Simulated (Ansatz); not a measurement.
# In3Se: how settings move the results

The task, for In3Se: sweep the occupation rule and width.

Computed with Ansatz 0.2.0 (DFT PBE, scalar-relativistic, plane waves, PAW, unless a step's input says otherwise).

1 further run of the same task is left out (set aside as unsound or not needed).

## Step 1: The starting structure

It takes space group Pm-3m (No. 221, cubic). Conventional cell: a = 4.804 Å, b = 4.804 Å, c = 4.804 Å, α = 90.00°, β = 90.00°, γ = 90.00°. In (site symmetry 4/mmm) is surrounded by 8 In at 3.40 Å and 4 Se at 3.40 Å. Se (site symmetry m-3m) is surrounded by 12 In at 3.40 Å.

Structure file:

```cif
data_structure
_symmetry_space_group_name_H-M 'Pm-3m'
_symmetry_Int_Tables_number 221
_cell_length_a 4.8038
_cell_length_b 4.8038
_cell_length_c 4.8038
_cell_angle_alpha 90.000
_cell_angle_beta 90.000
_cell_angle_gamma 90.000
_cell_volume 110.85
loop_
_atom_site_label
_atom_site_type_symbol
_atom_site_symmetry_multiplicity
_atom_site_Wyckoff_symbol
_atom_site_fract_x
_atom_site_fract_y
_atom_site_fract_z
_atom_site_occupancy
In1 In 3 c 0.00000 0.50000 0.50000 1
Se1 Se 1 a 0.00000 0.00000 0.00000 1
```

Source of the structure: the Materials Project (structure only). It is taken as it stands there.

## Step 2: The base run, which the others are set against

input.yaml reads:

```yaml
crystal:
  lattice:
    - [4.803758, 0.0, 0.0]
    - [0.0, 4.803758, 0.0]
    - [0.0, 0.0, 4.803758]
  atoms:
    - { symbol: In, position: [0.0, 0.5, 0.5] }
    - { symbol: In, position: [0.5, 0.0, 0.5] }
    - { symbol: In, position: [0.5, 0.5, 0.0] }
    - { symbol: Se, position: [0.0, 0.0, 0.0] }
basis:
  ecutwfc: 420
kpoints:
  mp_grid: { grid: [10, 10, 10] }
hamiltonian:
  xc: pbe
scf:
  occupations: { method: gaussian, width: 0.1 }
output:
  forces: true
  stress: true
  eigenvalues: true
  populations: true
  write_density: true
  write_potential: true
  elf: true
  volumetric_format: npy
```

It was run beforehand and gave: -5565.7775 eV/atom at zero smearing, pressure -0.32 GPa, largest force 0.000 eV/Å, no gap on the mesh, in 7 SCF cycles and 15 s.

## Step 3: Occupation rule and width set to Gaussian 0.02 eV

input.yaml reads:

```yaml
crystal:
  lattice:
    - [4.803758, 0.0, 0.0]
    - [0.0, 4.803758, 0.0]
    - [0.0, 0.0, 4.803758]
  atoms:
    - { symbol: In, position: [0.0, 0.5, 0.5] }
    - { symbol: In, position: [0.5, 0.0, 0.5] }
    - { symbol: In, position: [0.5, 0.5, 0.0] }
    - { symbol: Se, position: [0.0, 0.0, 0.0] }
basis:
  ecutwfc: 420
kpoints:
  mp_grid: { grid: [10, 10, 10] }
hamiltonian:
  xc: pbe
scf:
  occupations: { method: gaussian, width: 0.02 }
output:
  forces: true
  stress: true
  eigenvalues: true
```

Launch:

```bash
> ansatz run input.yaml --threads 1 --pin off --max-ram 2560MiB --backend cpu --events-out ev --progress --plain --runs-dir out
```

## Step 4: Occupation rule and width: Gaussian 0.2 eV

Edit input.yaml of step 3 so:

```diff
@@ -17,3 +17,3 @@
 scf:
-  occupations: { method: gaussian, width: 0.02 }
+  occupations: { method: gaussian, width: 0.2 }
 output:
```

## Step 5: Occupation rule and width set to Gaussian 0.3 eV

Edit input.yaml of step 4 so:

```diff
@@ -17,3 +17,3 @@
 scf:
-  occupations: { method: gaussian, width: 0.2 }
+  occupations: { method: gaussian, width: 0.3 }
 output:
```

## Step 6: Occupation rule and width: Fermi–Dirac 0.01 eV

Edit input.yaml of step 5 so:

```diff
@@ -17,3 +17,3 @@
 scf:
-  occupations: { method: gaussian, width: 0.3 }
+  occupations: { method: fermi_dirac, width: 0.01 }
 output:
```

## Step 7: Occupation rule and width: Fermi–Dirac 0.1 eV

Edit input.yaml of step 6 so:

```diff
@@ -17,3 +17,3 @@
 scf:
-  occupations: { method: fermi_dirac, width: 0.01 }
+  occupations: { method: fermi_dirac, width: 0.1 }
 output:
```

## Step 8: Occupation rule and width: Fermi–Dirac 0.3 eV

Edit input.yaml of step 7 so:

```diff
@@ -17,3 +17,3 @@
 scf:
-  occupations: { method: fermi_dirac, width: 0.1 }
+  occupations: { method: fermi_dirac, width: 0.3 }
 output:
```

## Step 9: Occupation rule and width: Fermi–Dirac 0.5 eV

Edit input.yaml of step 8 so:

```diff
@@ -17,3 +17,3 @@
 scf:
-  occupations: { method: fermi_dirac, width: 0.3 }
+  occupations: { method: fermi_dirac, width: 0.5 }
 output:
```

## Step 10: Occupation rule and width set to Methfessel–Paxton 0.01 eV

Edit input.yaml of step 9 so:

```diff
@@ -17,3 +17,3 @@
 scf:
-  occupations: { method: fermi_dirac, width: 0.5 }
+  occupations: { method: methfessel_paxton, width: 0.01 }
 output:
```

## Step 11: Occupation rule and width: Methfessel–Paxton 0.05 eV

Edit input.yaml of step 10 so:

```diff
@@ -17,3 +17,3 @@
 scf:
-  occupations: { method: methfessel_paxton, width: 0.01 }
+  occupations: { method: methfessel_paxton, width: 0.05 }
 output:
```

## Step 12: Occupation rule and width: Methfessel–Paxton 0.1 eV

Edit input.yaml of step 11 so:

```diff
@@ -17,3 +17,3 @@
 scf:
-  occupations: { method: methfessel_paxton, width: 0.05 }
+  occupations: { method: methfessel_paxton, width: 0.1 }
 output:
```

## Step 13: Occupation rule and width: cold 0.01 eV

Edit input.yaml of step 12 so:

```diff
@@ -17,3 +17,3 @@
 scf:
-  occupations: { method: methfessel_paxton, width: 0.1 }
+  occupations: { method: cold, width: 0.01 }
 output:
```

## Step 14: Occupation rule and width set to tetrahedron

Edit input.yaml of step 13 so:

```diff
@@ -17,3 +17,3 @@
 scf:
-  occupations: { method: cold, width: 0.01 }
+  occupations: { method: tetrahedron }
 output:
```

(Steps that only read results are left out.)

Q: Predict the outcome of the series: the values and the trend.

The runs gave:

| quantity | value |
| --- | --- |
| largest energy shift, occupation rule and width | 17.0 meV/atom at Fermi–Dirac 0.5 |

In words: The free energy moves by up to 166 meV/atom (Fermi–Dirac 0.5), the energy extrapolated to zero width by up to 17.0. For the widths that shift F most, the extrapolation takes out most of the shift. In a metal, forces and stress under tetrahedra need not match the slope of their energy. Spin polarisation is off in the runs that give these values; a magnetic solution could lie lower.
